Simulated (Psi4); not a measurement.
**SnGeH6 (SMILES [GeH3][SnH3]) at BHLYP/def2-SVP (core potential)**

What is the vertical singlet–triplet gap of SnGeH6 at BHLYP/def2-SVP (core potential)? 

The results are computed with Psi4 1.11.

## Step 1: The structure to begin with

SnGeH6: 8 atoms, total charge 0, spin state singlet. SMILES: `[GeH3][SnH3]`. The coordinates come from a PBE0-D4/def2-TZVP relaxation.

Bond lengths: Ge1–Sn2 2.595 Å, Ge1–H3 1.538 Å, Ge1–H4 1.538 Å, Ge1–H5 1.538 Å, Sn2–H6 1.707 Å, Sn2–H7 1.707 Å, Sn2–H8 1.707 Å. Some angles: Ge1–Sn2–H6 110.4°, Ge1–Sn2–H7 110.5°, Ge1–Sn2–H8 110.4°, Sn2–Ge1–H3 110.4°, Sn2–Ge1–H4 110.4°, Sn2–Ge1–H5 110.4°, H6–Sn2–H7 108.5°, H6–Sn2–H8 108.5°, H7–Sn2–H8 108.5°, H3–Ge1–H4 108.5°.

## Step 2: Energy and gradient at BHLYP/def2-SVP (core potential)

calc.py reads:

```python
import psi4

psi4.set_memory(2200000000)
psi4.set_num_threads(1)
psi4.core.set_output_file('psi4.out', False)

molecule = psi4.geometry("""
Ge    -1.42504247     0.54008373    -1.96777181
Sn     1.42012918    -0.54858749     1.87517523
H     -3.45971059     2.47043896    -1.20847986
H     -2.74652795    -1.84928599    -2.96120084
H      0.16535104     1.67524221    -4.11828014
H     -0.35451262    -1.76273653     4.28060762
H      3.64906115    -2.72914247     1.04653033
H      2.92510707     2.09589524     2.94816173
units au
symmetry c1
""")

psi4.set_options({
    'reference': 'rks',
    'puream': True,
    'e_convergence': 1e-09,
    'd_convergence': 1e-08,
    'scf_type': 'pk',
    'dft_radial_points': 99,
    'dft_spherical_points': 590,
})

e_tot, wfn = psi4.gradient('bhhlyp/def2-SVP', molecule=molecule, return_wfn=True)
psi4.oeprop(wfn, 'LOWDIN_CHARGES', 'MAYER_INDICES', 'DIPOLE', title='BHHLYP')
print('gradient / Eh bohr^-1')
print(e_tot.np.round(6))
print(f'energy = {wfn.energy():.10f} Eh')
for k, v in sorted(psi4.core.scalar_variables().items()):
    print(f'{k:45s} {v:18.10f}')
```

The run is started by

```
$ python calc.py
```

psi4.out:

```text
[...]
    !!!  WARNING: ECP capability is in beta. Please check occupations closely.  !!!
[...]
  Running in c1 symmetry.
[...]
  Nuclear repulsion =  223.743527044746543
[...]
  Multiplicity = 1
[...]
  Nalpha       = 30
  Nbeta        = 30
[...]
    Number of basis functions: 88
[...]
   @RKS iter   1: -2293.09740750194942   -3.48159e+00   2.64161e-02 DIIS/ADIIS
[...]
   @RKS iter  10: -2294.51793753230686   -1.86446e-11   6.82006e-09 DIIS
[...]
    Orbital Energies [Eh]
    ---------------------
    Doubly Occupied:
       1A   -401.189465     2A    -50.668461     3A    -45.037935
       4A    -45.037464     5A    -45.037464     6A     -6.589799
       7A     -5.395091     8A     -4.689544     9A     -4.688726
      10A     -4.688726    11A     -3.678570    12A     -3.677937
      13A     -3.677937    14A     -1.379912    15A     -1.379911
      16A     -1.379162    17A     -1.377039    18A     -1.377039
      19A     -1.143534    20A     -1.143534    21A     -1.141746
      22A     -1.138286    23A     -1.138286    24A     -0.641674
      25A     -0.564602    26A     -0.405539    27A     -0.405532
      28A     -0.372744    29A     -0.372732    30A     -0.323908
[...]
  @RKS Final Energy: -2294.51793753230686
   => Energetics <=
    Nuclear Repulsion Energy =            223.7435270447465427
    One-Electron Energy =               -3721.0502040330752607
    Two-Electron Energy =                1253.7229939223857400
    DFT Exchange-Correlation Energy =     -50.9342544663638179
    Empirical Dispersion Energy =           0.0000000000000000
    VV10 Nonlocal Energy =                  0.0000000000000000
    Total Energy =                      -2294.5179375323068598
[...]
  -Total Gradient:
     Atom            X                  Y                   Z
    ------   -----------------  -----------------  -----------------
       1        0.002517857323    -0.000985361658     0.003432368153
       2       -0.001638393440     0.000637764240    -0.002243294484
       3       -0.001095727208     0.001111694319     0.000651297453
       4       -0.000651397626    -0.001493819617    -0.000417016916
       5        0.001105500251     0.000639555297    -0.001106150847
       6       -0.000018029780     0.000068902679    -0.000156933348
       7       -0.000122313194     0.000077106218    -0.000049909344
       8       -0.000098186965    -0.000055244349    -0.000111297421
[...]
 Multipole Moments:
 ------------------------------------------------------------------------------------
     Multipole            Electronic (a.u.)      Nuclear  (a.u.)        Total (a.u.)
 ------------------------------------------------------------------------------------
 L = 1.  Multiply by 2.5417464519 to convert [e a0] to [Debye]
 Dipole X            :         33.7052216          -33.7272120           -0.0219903
 Dipole Y            :        -12.8968593           12.9052945            0.0084351
 Dipole Z            :         45.5221472          -45.5524115           -0.0302643
 Magnitude           :                                                    0.0383491
[...]
```

Standard output:

```text
gradient / Eh bohr^-1
[[ 2.518e-03 -9.850e-04  3.432e-03]
 [-1.638e-03  6.380e-04 -2.243e-03]
 [-1.096e-03  1.112e-03  6.510e-04]
 [-6.510e-04 -1.494e-03 -4.170e-04]
 [ 1.106e-03  6.400e-04 -1.106e-03]
 [-1.800e-05  6.900e-05 -1.570e-04]
 [-1.220e-04  7.700e-05 -5.000e-05]
 [-9.800e-05 -5.500e-05 -1.110e-04]]
energy = -2294.5179375323 Eh
CURRENT ENERGY                                  -2294.5179375323
CURRENT REFERENCE ENERGY                        -2294.5179375323
DD SOLVATION ENERGY                                 0.0000000000
DFT FUNCTIONAL TOTAL ENERGY                     -2294.5179375323
DFT TOTAL ENERGY                                -2294.5179375323
DFT VV10 ENERGY                                     0.0000000000
DFT XC ENERGY                                     -50.9342544664
GRID ELECTRONS ALPHA                               29.9999999491
GRID ELECTRONS BETA                                29.9999999491
GRID ELECTRONS TOTAL                               59.9999998981
NUCLEAR REPULSION ENERGY                          223.7435270447
ONE-ELECTRON ENERGY                             -3721.0502040331
PCM POLARIZATION ENERGY                             0.0000000000
PE ENERGY                                           0.0000000000
SCF ITERATION ENERGY                            -2294.5179375323
SCF ITERATIONS                                     10.0000000000
SCF TOTAL ENERGY                                -2294.5179375323
TWO-ELECTRON ENERGY                              1253.7229939224
XC GRID RADIAL POINTS                              99.0000000000
XC GRID SPHERICAL POINTS                          590.0000000000
XC GRID TOTAL POINTS                           442822.0000000000
```

It took 11 s on 1 thread of AMD EPYC 9R45 (Zen 5), shared host; peak memory 1.2 GiB.

## Step 3: The triplet at the same level

job.py reads:

```python
import psi4

psi4.set_memory('2200 MB')
psi4.set_num_threads(1)
psi4.core.set_output_file('run.log', False)

molecule = psi4.geometry("""
0 3
Ge    -1.42504247     0.54008373    -1.96777181
Sn     1.42012918    -0.54858749     1.87517523
H     -3.45971059     2.47043896    -1.20847986
H     -2.74652795    -1.84928599    -2.96120084
H      0.16535104     1.67524221    -4.11828014
H     -0.35451262    -1.76273653     4.28060762
H      3.64906115    -2.72914247     1.04653033
H      2.92510707     2.09589524     2.94816173
units bohr
symmetry c1
no_reorient
no_com
""")

psi4.set_options({
    'basis': 'def2-SVP',
    'reference': 'uks',
    'puream': True,
    'e_convergence': 1e-09,
    'd_convergence': 1e-08,
    'scf_type': 'pk',
    'dft_radial_points': 99,
    'dft_spherical_points': 590,
    'maxiter': 100,
})

E, wfn = psi4.gradient("BHHLYP", return_wfn=True)
psi4.oeprop(wfn, "DIPOLE", "LOWDIN_CHARGES", "MULLIKEN_CHARGES", title="BHHLYP")
print('gradient / Eh bohr^-1')
print(E.np.round(6))
print(f'energy = {wfn.energy():.10f} Eh')
```

The run is started by

```
$ python job.py
```

run.log, cut to the lines that bear on the results:

```text
[...]
    !!!  WARNING: ECP capability is in beta. Please check occupations closely.  !!!
[...]
  Running in c1 symmetry.
[...]
  Nuclear repulsion =  223.743527044746543
[...]
  Multiplicity = 3
[...]
  Nalpha       = 31
  Nbeta        = 29
[...]
    Number of basis functions: 88
[...]
   @UKS iter   1: -2292.67994067884001   -3.06803e+00   2.68231e-02 DIIS/ADIIS
[...]
   @UKS iter  21: -2294.28894915090268   -6.82121e-12   7.05189e-09 DIIS
[...]
   @S^2 Observed:                2.003147713E+00
[...]
  @UKS Final Energy: -2294.28894915090268
   => Energetics <=
    Nuclear Repulsion Energy =            223.7435270447465427
    One-Electron Energy =               -3720.0865434421066311
    Two-Electron Energy =                1252.9814647857717773
    DFT Exchange-Correlation Energy =     -50.9273975393147253
    Empirical Dispersion Energy =           0.0000000000000000
    VV10 Nonlocal Energy =                  0.0000000000000000
    Total Energy =                      -2294.2889491509026811
  UHF NO Occupations:
  HONO-2 :   29  A 1.9992136
  HONO-1 :   30  A 1.0000000
[...]
  -Total Gradient:
     Atom            X                  Y                   Z
    ------   -----------------  -----------------  -----------------
       1        0.069356742622    -0.026468706405     0.093429300348
       2       -0.062605647482     0.023863551207    -0.084270723973
       3        0.002403952482    -0.003311450320    -0.003921598458
       4        0.000945995915     0.005583392287    -0.000330915268
       5       -0.005058866693    -0.001597184940     0.001910049495
       6        0.004052810666     0.002875963991    -0.005740818195
       7       -0.005420680478     0.005224275701     0.001701634418
       8       -0.003675293756    -0.006169146807    -0.002778243095
[...]
 Multipole Moments:
 ------------------------------------------------------------------------------------
     Multipole            Electronic (a.u.)      Nuclear  (a.u.)        Total (a.u.)
[...]
```

On the terminal:

```text
gradient / Eh bohr^-1
[[ 0.069357 -0.026469  0.093429]
 [-0.062606  0.023864 -0.084271]
 [ 0.002404 -0.003311 -0.003922]
 [ 0.000946  0.005583 -0.000331]
 [-0.005059 -0.001597  0.00191 ]
 [ 0.004053  0.002876 -0.005741]
 [-0.005421  0.005224  0.001702]
 [-0.003675 -0.006169 -0.002778]]
energy = -2294.2889491509 Eh
```

Run time: 25 s. Hardware: 1 thread of AMD EPYC 9R45 (Zen 5), shared host; peak memory 1.2 GiB.

## Step 4: Summary of results

Level: BHLYP/def2-SVP (core potential).

```
                                        quantity           value
                           singlet: total energy  -2294.51794 Eh
                          singlet: dipole moment          0.10 D
                            singlet: HOMO energy        -8.81 eV
                            singlet: LUMO energy         1.01 eV
                          singlet: HOMO–LUMO gap         9.83 eV
               singlet: largest force on an atom      0.225 eV/Å
                           triplet: total energy  -2294.28895 Eh
                          triplet: dipole moment          1.05 D
     triplet: HOMO energy (highest over α and β)        -2.69 eV
                                   triplet: ⟨S²⟩           2.003
               triplet: largest force on an atom      6.136 eV/Å
vertical energy of the triplet above the singlet        6.231 eV
```

**Reading.** At this shape the triplet lies 6.23 eV (144 kcal/mol) above the singlet. Mulliken charges (triplet) run from -0.09 on H7 to +0.28 on Ge1; they depend strongly on the basis.
